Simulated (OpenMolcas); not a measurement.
# Mo³⁺ among point charges: CASSCF and CASPT2 levels and susceptibility, part 1 of 2

How does a field of 2 point charges split the states of Mo³⁺, and what χT follows?

Method: state-averaged CASSCF and CASPT2, spin-orbit coupling by RASSI with atomic mean-field integrals. Code: OpenMolcas 26.06.

## (1) Starting point

```
Species                           : Mo³⁺ (molybdenum, Z = 42, 39 electrons)
Basis                             : ANO-RCC-VDZP [6s5p3d1f], 43 functions
Scalar Hamiltonian                : DKH2, point nucleus
Inactive shells                   : 1s 2s 2p 3s 3p 3d 4s 4p
Active space                      : 3 electrons in 5 orbitals (4d)
Some configurations of this space : 4d3
Orbitals                          : optimised for each spin and parity, averaged over all roots
```

The outer shells:

4d3
```
4d [↑ ][↑ ][↑ ][  ][  ]
```

The ion sits among 2 point charges of -3 e arranged as a linear pair (D∞h), 2.04 Å from the ion.

The work runs as a chain of OpenMolcas steps in one folder; each step below is one input file. Labels, J, g values, rates, χT and fits are worked out afterwards by a script from the matrices that RASSI stores. The input lists half of the charges; inversion (Group=XYZ) makes the rest.

## (2) One- and two-electron integrals

The input, a.inp:

```
&GATEWAY
Coord
1

Mo 0.0 0.0 0.0
Basis=ANO-RCC-VDZP
Group=XYZ
NoMove
AngMom=0.0 0.0 0.0
AMFI
XField
1 Angstrom 0
0.000000 0.000000 2.040000 -3.000000
&SEWARD
```

Started as:

```sh
> OMP_NUM_THREADS=1 MOLCAS_MEM=1689 MOLCAS_PROJECT=a pymolcas a.inp > a.log
```

The program printed:

```text
Basis set label: MO.ANO-RCC...6S5P3D1F.

      Electronic valence basis set:
      ------------------
      Associated Effective Charge  42.000000 au
      Associated Actual Charge     42.000000 au
      Nuclear Model: Point charge

      Shell  nPrim  nBasis  Cartesian Spherical Contaminant
         s      21       6        X
         p      18       5        X
         d      13       3                 X
         f       6       1                 X
                  Relativistic Douglas-Kroll-Hess integrals:
                    - DKH order of Hamiltonian: 2
                    - DKH order of Properties : 0
                  Atomic mean-field integrals
```

## (3) CASSCF: quartets of even parity, 10 roots

The input, a.inp:

```
&RASSCF
FileOrb=start.orb
Symmetry=1
Spin=4
nActEl=3 0 0
Inactive=9 9
Ras2=5 0
CIRoot=10 10 1
SDav=10
CIMx=300
Iter=120 100
PrWF=0.3
OrbListing=Nothing
MaxOrb=0
>>> COPY $Project.JobIph JOB001
```

Started as:

```sh
> OMP_NUM_THREADS=1 MOLCAS_MEM=1689 MOLCAS_PROJECT=a pymolcas a.inp > a.log
```

start.orb holds the contracted functions of the basis, ordered by shell, or the orbitals of the step before.

The program printed:

```text
Wave function specifications:
      -----------------------------

      Number of closed shell electrons          36
      Number of electrons in active shells       3
      Max number of holes in RAS1 space          0
      Max nr of electrons in RAS3 space          0
      Number of inactive orbitals               18
      Number of active orbitals                  5
      Number of secondary orbitals              20
      Spin quantum number                      1.5
      State symmetry                             1
Orbital specifications:
      -----------------------

      Symmetry species                           1   2
                                                ag  au
      Frozen orbitals                            0   0
      Inactive orbitals                          9   9
      Active orbitals                            5   0
      RAS1 orbitals                              0   0
      RAS2 orbitals                              5   0
      RAS3 orbitals                              0   0
      Secondary orbitals                         7  13
      Deleted orbitals                           0   0
      Number of basis functions                 21  22
      Number of CSFs                            10
      Number of root(s) required                10
      Iter CI   SX   CI       RASSCF       Energy    max ROT     max BLB   max BLB  Level Ln srch  Step   QN
          iter iter root      energy       change     param      element    value   shift minimum  type update
 Nr of preliminary CI iterations:   1
      Total energies have been shifted. Add                -4000.00 au
        1   1    8    0   -48.46998757    0.00E+00  -1.99E-01*   9  15 2 -2.94E-01*  0.38   0.00    SX    NO
        2   1    7    0   -48.65411533   -1.84E-01*  1.57E-01*  12  15 1  6.01E-02*  0.38   0.00    SX    NO
        3   1    7    0   -48.67536132   -2.12E-02*  8.63E-02   12  15 1  3.13E-02*  0.34   0.00    SX    NO
        4   1    7    0   -48.68151592   -6.15E-03* -5.15E-02   12  15 1  1.82E-02*  0.33   0.00    SX    NO
        5   1    6    0   -48.68376668   -2.25E-03* -6.55E-02   12  15 1  1.13E-02*  0.32   2.50    LS   YES
        6   1    6    0   -48.68515641   -1.39E-03* -2.23E-02    7  13 2 -4.88E-03*  0.32   1.33    QN   YES
        7   1    6    0   -48.68528951   -1.33E-04* -3.00E-03    7  13 2 -1.13E-03*  0.32   1.14    QN   YES
        8   1    6    0   -48.68529497   -5.46E-06* -7.51E-04    8  14 2 -2.79E-04*  0.32   1.17    QN   YES
        9   1    5    0   -48.68529525   -2.81E-07* -1.51E-04    9  15 2  3.57E-05   0.32   1.09    QN   YES
       10   1    5    0   -48.68529526   -6.83E-09   2.42E-05    9  12 2  6.35E-06   0.32   1.12    QN   YES
      Convergence after 10 iterations
       11   1    5    0   -48.68529526   -2.61E-10   2.42E-05    7  13 2  1.90E-06   0.32   1.12    QN   YES
      Natural orbitals and occupation numbers for root  1
      sym 1:   0.990093   0.009907   1.000000   0.009907   0.990093
      Natural orbitals and occupation numbers for root  2
      sym 1:   1.000000   0.025782   0.025782   0.974218   0.974218
      Natural orbitals and occupation numbers for root  3
      sym 1:   1.000000   0.974218   0.025782   0.025782   0.974218
::    RASSCF root number  1 Total energy:  -4048.76490059
::    RASSCF root number  2 Total energy:  -4048.75440266
::    RASSCF root number  3 Total energy:  -4048.75440266
::    RASSCF root number  4 Total energy:  -4048.68386891
::    RASSCF root number  5 Total energy:  -4048.68386891
::    RASSCF root number  6 Total energy:  -4048.67370367
::    RASSCF root number  7 Total energy:  -4048.67370367
::    RASSCF root number  8 Total energy:  -4048.65749931
::    RASSCF root number  9 Total energy:  -4048.65749931
::    RASSCF root number 10 Total energy:  -4048.54910290
```

## (4) CASSCF: doublets of even parity, 40 roots

The input, a.inp:

```
&RASSCF
FileOrb=start.orb
Symmetry=1
Spin=2
nActEl=3 0 0
Inactive=9 9
Ras2=5 0
CIRoot=40 40 1
SDav=40
CIMx=300
Iter=120 100
PrWF=0.3
OrbListing=Nothing
MaxOrb=0
>>> COPY $Project.JobIph JOB002
```

Started as:

```sh
> OMP_NUM_THREADS=1 MOLCAS_MEM=1689 MOLCAS_PROJECT=a pymolcas a.inp > a.log
```

The program printed:

```text
Wave function specifications:
      -----------------------------

      Number of closed shell electrons          36
      Number of electrons in active shells       3
      Max number of holes in RAS1 space          0
      Max nr of electrons in RAS3 space          0
      Number of inactive orbitals               18
      Number of active orbitals                  5
      Number of secondary orbitals              20
      Spin quantum number                      0.5
      State symmetry                             1
Orbital specifications:
      -----------------------

      Symmetry species                           1   2
                                                ag  au
      Frozen orbitals                            0   0
      Inactive orbitals                          9   9
      Active orbitals                            5   0
      RAS1 orbitals                              0   0
      RAS2 orbitals                              5   0
      RAS3 orbitals                              0   0
      Secondary orbitals                         7  13
      Deleted orbitals                           0   0
      Number of basis functions                 21  22
      Number of CSFs                            40
      Number of root(s) required                40
      Iter CI   SX   CI       RASSCF       Energy    max ROT     max BLB   max BLB  Level Ln srch  Step   QN
          iter iter root      energy       change     param      element    value   shift minimum  type update
 Nr of preliminary CI iterations:   1
      Total energies have been shifted. Add                -4000.00 au
        1   1    7    0   -48.60675957    0.00E+00  -1.12E-02   11  18 1 -8.05E-03*  0.27   0.00    SX    NO
        2   1    7    0   -48.60720198   -4.42E-04*  2.05E-03    8  14 2 -5.13E-03*  0.26   0.00    SX    NO
        3   1    6    0   -48.60722802   -2.60E-05*  8.28E-04   11  18 1 -4.92E-04*  0.26   0.00    SX    NO
        4   1    6    0   -48.60723006   -2.05E-06* -3.25E-04    8  14 2 -2.61E-04*  0.26   0.00    SX    NO
        5   1    6    0   -48.60723031   -2.43E-07* -1.86E-04   12  15 1 -6.44E-05   0.26   1.57    LS   YES
        6   1    6    0   -48.60723034   -3.70E-08*  1.38E-04    9  15 2  1.48E-04*  0.26   1.00    QN   YES
        7   1    5    0   -48.60723037   -2.71E-08*  9.90E-05    8  14 2  2.98E-05   0.26   1.22    QN   YES
        8   1    4    0   -48.60723037   -4.64E-09   2.68E-05    8  19 1 -6.47E-06   0.26   1.26    QN   YES
      Convergence after  8 iterations
        9   1    4    0   -48.60723037   -2.92E-10   2.68E-05    9  15 2 -1.20E-06   0.26   1.26    QN   YES
      Natural orbitals and occupation numbers for root  1
      sym 1:   0.978254   0.040289   0.065425   0.040289   1.875744
      Natural orbitals and occupation numbers for root  2
      sym 1:   1.875744   0.040289   0.065425   0.040289   0.978254
      Natural orbitals and occupation numbers for root  3
      sym 1:   1.000000   0.500000  -0.000000   0.500000   1.000000
::    RASSCF root number  1 Total energy:  -4048.75380886
::    RASSCF root number  2 Total energy:  -4048.75380886
::    RASSCF root number  3 Total energy:  -4048.70866013
::    RASSCF root number  4 Total energy:  -4048.70866013
::    RASSCF root number  5 Total energy:  -4048.70496130
::    RASSCF root number  6 Total energy:  -4048.70496130
::    RASSCF root number  7 Total energy:  -4048.69894221
::    RASSCF root number  8 Total energy:  -4048.69894221
::    RASSCF root number  9 Total energy:  -4048.69616156
::    RASSCF root number 10 Total energy:  -4048.69616156
::    RASSCF root number 11 Total energy:  -4048.68802008
::    RASSCF root number 12 Total energy:  -4048.67413616
::    RASSCF root number 13 Total energy:  -4048.67351056
::    RASSCF root number 14 Total energy:  -4048.67351056
::    RASSCF root number 15 Total energy:  -4048.62384157
::    RASSCF root number 16 Total energy:  -4048.62384157
::    RASSCF root number 17 Total energy:  -4048.61742600
::    RASSCF root number 18 Total energy:  -4048.61742600
::    RASSCF root number 19 Total energy:  -4048.60928474
::    RASSCF root number 20 Total energy:  -4048.60928474
::    RASSCF root number 21 Total energy:  -4048.60858904
::    RASSCF root number 22 Total energy:  -4048.60858904
::    RASSCF root number 23 Total energy:  -4048.60242545
::    RASSCF root number 24 Total energy:  -4048.60242545
::    RASSCF root number 25 Total energy:  -4048.59657484
::    RASSCF root number 26 Total energy:  -4048.59444161
::    RASSCF root number 27 Total energy:  -4048.59444161
::    RASSCF root number 28 Total energy:  -4048.58757720
::    RASSCF root number 29 Total energy:  -4048.57840236
::    RASSCF root number 30 Total energy:  -4048.57840236
```

## (5) RASSI: spin-orbit coupling between the states

The input, a.inp:

```
&RASSI
NrOfJobIphs=2 10 40
1 2 3 4 5 6 7 8 9 10
1 2 3 4 5 6 7 8 9 10 11 12 13 14 15 16 17 18 19 20 21 22 23 24 25 26 27
28 29 30 31 32 33 34 35 36 37 38 39 40
IphNames
JOB001
JOB002
EJob
SpinOrbit
DIPRint=1.0
SOCoupling=1000.0
Subsets=2
Property=9
'ANGMOM' 1 'ANGMOM' 2 'ANGMOM' 3 'MLTPL  1' 1 'MLTPL  1' 2 'MLTPL  1' 3
'AMFI' 1 'AMFI' 2 'AMFI' 3
SOProperty=3
'ANGMOM' 1 'ANGMOM' 2 'ANGMOM' 3
```

Started as:

```sh
> OMP_NUM_THREADS=1 MOLCAS_MEM=1689 MOLCAS_PROJECT=a pymolcas a.inp > a.log
```

The program printed:

```text
SPIN-FREE ENERGIES:
  (Shifted by EMIN (a.u.) =      -4048.7649005938)

 SF State       Relative EMIN(au)   Rel lowest level(eV)    D:o, cm**(-1)      L_eff

     1             0.0000000000        0.0000000000              0.0000         2.5
     2             0.0104979293        0.2856632082           2304.0292         2.1
     3             0.0104979293        0.2856632082           2304.0292         2.1
    11             0.0110917357        0.3018215034           2434.3546         3.0
    12             0.0110917357        0.3018215034           2434.3546         3.0
    13             0.0562404682        1.5303811037          12343.3560         4.9
    14             0.0562404682        1.5303811037          12343.3560         4.9
    15             0.0599392900        1.6310311728          13155.1536         4.4
    16             0.0599392900        1.6310311728          13155.1536         4.4
    17             0.0659583830        1.7948190371          14476.1918         1.6
    18             0.0659583830        1.7948190371          14476.1918         1.6
    19             0.0687390348        1.8704844267          15086.4743         3.8
    20             0.0687390348        1.8704844267          15086.4743         3.8
    21             0.0768805141        2.0920253633          16873.3225         2.7
     4             0.0810316859        2.2049845019          17784.3994         2.8
     5             0.0810316859        2.2049845019          17784.3994         2.8
    22             0.0907644323        2.4698260248          19920.4903         2.5
     6             0.0911969237        2.4815947163          20015.4112         2.7
     7             0.0911969237        2.4815947163          20015.4112         2.7
    23             0.0913900352        2.4868495461          20057.7943         3.5
    24             0.0913900352        2.4868495461          20057.7943         3.5
     8             0.1074012848        2.9225378428          23571.8574         1.8
     9             0.1074012848        2.9225378428          23571.8574         1.8
    25             0.1410590255        3.8384116263          30958.8776         4.2
    26             0.1410590255        3.8384116263          30958.8776         4.2
    27             0.1474745912        4.0129880630          32366.9315         3.4
    28             0.1474745912        4.0129880630          32366.9315         3.4
    29             0.1556158563        4.2345231705          34153.7327         3.5
    30             0.1556158563        4.2345231705          34153.7327         3.5
    31             0.1563115530        4.2534540435          34306.4205         4.2
    32             0.1563115530        4.2534540435          34306.4205         4.2
    33             0.1624751429        4.4211738686          35659.1721         3.3
    34             0.1624751429        4.4211738686          35659.1721         3.3
    35             0.1683257568        4.5803771834          36943.2334         2.7
    36             0.1704589850        4.6384252812          37411.4229         2.4
    37             0.1704589850        4.6384252812          37411.4229         2.4
    38             0.1773233924        4.8252153220          38917.9862         2.8
    39             0.1864982383        5.0748755957          40931.6321         3.4
    40             0.1864982383        5.0748755957          40931.6321         3.4
    10             0.2157976977        5.8721545022          47362.1201         1.4
Eigenvalues of complex Hamiltonian:
   -----------------------------------
  (Shifted by EMIN (a.u.) =      -4048.7649005938)

 SO State       Relative EMIN(au)   Rel lowest level(eV)    D:o, cm**(-1)     J-value

     1            -0.0018564259        0.0000000000              0.0000         2.3
     2            -0.0018564259        0.0000000000              0.0000         2.3
     3            -0.0007647418        0.0297062376            239.5970         2.4
     4            -0.0007647418        0.0297062376            239.5970         2.4
     5             0.0059711293        0.2129986292           1717.9498         2.4
     6             0.0059711293        0.2129986292           1717.9498         2.4
     7             0.0086336806        0.2854503408           2302.3123         2.3
     8             0.0086336806        0.2854503408           2302.3123         2.3
     9             0.0102800711        0.3302509081           2663.6532         2.8
    10             0.0102800711        0.3302509081           2663.6532         2.8
    11             0.0102891382        0.3304976361           2665.6432         3.1
    12             0.0102891382        0.3304976361           2665.6432         3.1
    13             0.0142417373        0.4380533374           3533.1384         2.2
    14             0.0142417373        0.4380533374           3533.1384         2.2
    15             0.0147189690        0.4510394737           3637.8787         2.5
    16             0.0147189690        0.4510394737           3637.8787         2.5
    17             0.0525000612        1.4791153665          11929.8700         1.5
    18             0.0525000612        1.4791153665          11929.8700         1.5
    19             0.0579310877        1.6269011260          13121.8425         2.1
    20             0.0579310877        1.6269011260          13121.8425         2.1
    21             0.0581456928        1.6327408282          13168.9429         1.7
    22             0.0581456928        1.6327408282          13168.9429         1.7
    23             0.0611286915        1.7139123595          13823.6354         1.4
    24             0.0611286915        1.7139123595          13823.6354         1.4
    25             0.0611611307        1.7147950733          13830.7550         2.5
    26             0.0611611307        1.7147950733          13830.7550         2.5
    27             0.0682926119        1.9088525630          15395.9342         2.8
    28             0.0682926119        1.9088525630          15395.9342         2.8
    29             0.0700568520        1.9568599809          15783.1402         2.6
    30             0.0700568520        1.9568599809          15783.1402         2.6
    31             0.0707559117        1.9758823669          15936.5660         1.5
    32             0.0707559117        1.9758823669          15936.5660         1.5
    33             0.0751735259        2.0960917725          16906.1203         1.2
    34             0.0751735259        2.0960917725          16906.1203         1.2
    35             0.0762875411        2.1264056703          17150.6184         2.7
    36             0.0762875411        2.1264056703          17150.6184         2.7
    37             0.0787180251        2.1925425095          17684.0479         1.6
    38             0.0787180251        2.1925425095          17684.0479         1.6
    39             0.0825510067        2.2968432524          18525.2902         1.7
    40             0.0825510067        2.2968432524          18525.2902         1.7
    41             0.0866818060        2.4092480259          19431.8958         1.5
Weights of the five most important spin-orbit-free states for each spin-orbit state.

 SO State  Total energy (au)           Spin-free states, spin, and weights
 -------------------------------------------------------------------------------------------------------
    1        -0.001856       1 1.5  0.8819    3 1.5  0.0556    2 1.5  0.0556   21 0.5  0.0044   18 0.5  0.0008
    2        -0.001856       1 1.5  0.8819    3 1.5  0.0556    2 1.5  0.0556   21 0.5  0.0044   18 0.5  0.0008
    3        -0.000765       1 1.5  0.9483    3 1.5  0.0241    2 1.5  0.0241   18 0.5  0.0010   17 0.5  0.0010
    4        -0.000765       1 1.5  0.9483    2 1.5  0.0241    3 1.5  0.0241   18 0.5  0.0010   17 0.5  0.0010
    5         0.005971      12 0.5  0.3821   11 0.5  0.3821    2 1.5  0.1167    3 1.5  0.1167   20 0.5  0.0011
    6         0.005971      12 0.5  0.3821   11 0.5  0.3821    2 1.5  0.1167    3 1.5  0.1167   20 0.5  0.0011
    7         0.008634       3 1.5  0.4946    2 1.5  0.4946    1 1.5  0.0063   17 0.5  0.0012   18 0.5  0.0012
    8         0.008634       3 1.5  0.4946    2 1.5  0.4946    1 1.5  0.0063   17 0.5  0.0012   18 0.5  0.0012
    9         0.010280       2 1.5  0.3847    3 1.5  0.3847   11 0.5  0.0912   12 0.5  0.0912    1 1.5  0.0442
   10         0.010280       2 1.5  0.3847    3 1.5  0.3847   11 0.5  0.0912   12 0.5  0.0912    1 1.5  0.0442
   11         0.010289       3 1.5  0.4431    2 1.5  0.4431    1 1.5  0.1056   17 0.5  0.0028   18 0.5  0.0028
   12         0.010289       3 1.5  0.4431    2 1.5  0.4431    1 1.5  0.1056   17 0.5  0.0028   18 0.5  0.0028
```

These steps: 10 s of run time, 1 thread of Arm Neoverse V1, shared host.

States without spin-orbit coupling:

```csv
state,degeneracy,E (cm-1),free-ion L (%)
4Sigma,1,0,F (80)
4Pi,2,2304,F (60)
2Delta,2,2434,G (39)
2H,2,12343,H (100)
2Gamma,2,13155,H (60)
2Pi,2,14476,P (51)
2Phi,2,15086,G (54)
2Sigma,1,16873,D (54)
4Phi,2,17784,F (100)
2Sigma,1,19920,P (53)
4Delta,2,20015,F (100)
2Pi,2,20058,G (74)
4Pi,2,23572,P (60)
2Phi,2,30959,H (57)
2Pi,2,32367,G (66)
2Delta,2,34154,G (81)
2Gamma,2,34306,G (60)
2Delta,2,35659,D (55)
2Sigma,1,36943,D (54)
2Pi,2,37411,D (49)
2Sigma,1,38918,P (46)
2Phi,2,40932,F (74)
4Sigma,1,47362,P (80)
2Delta,2,49435,D (65)
```

With spin-orbit coupling:

```csv
E (cm-1),Degeneracy,2S+1,g
0.0,2,4,1.98 2.75 2.75
239.6,2,4,0.00 0.00 5.90
1718,2,2,0.00 0.00 6.47
2302,2,4,3.00 3.00 3.05
2664,2,4,0.00 0.00 3.72
2666,2,4,0.97 4.18 4.18
3533,2,4,0.00 0.00 7.54
3638,2,2,0.00 0.00 2.38
11930,2,2,0.00 0.00 8.40
13122,2,2,0.00 0.00 6.36
13169,2,2,0.00 0.00 12.00
13824,2,2,0.03 0.48 0.48
13831,2,2,0.00 0.00 9.64
15396,2,2,0.00 0.00 7.71
15783,2,2,0.00 0.00 4.02
15937,2,2,0.00 0.00 3.98
16906,2,4,0.00 0.00 0.05
17151,2,2,1.84 1.84 1.93
17684,2,4,0.00 0.00 4.07
18525,2,4,0.00 0.00 8.04
19432,2,4,0.00 0.00 11.97
19715,2,4,0.01 0.01 1.96
19856,2,2,0.00 0.00 4.00
20182,2,4,0.00 0.00 1.99
```

The table of states holds 24 of 29 computed; the rest, higher up, is left out. Principal g values are given for doublets only; a zero marks a field direction without first-order Zeeman splitting.

Powder χT (cm³ K/mol): 0.60 at 2 K, 0.61 at 5 K, 0.62 at 10 K, 0.64 at 20 K, 0.71 at 50 K, 0.83 at 100 K, 0.93 at 150 K, 1.01 at 200 K, 1.07 at 250 K, 1.12 at 300 K.

(Continued in part 2 of 2.)
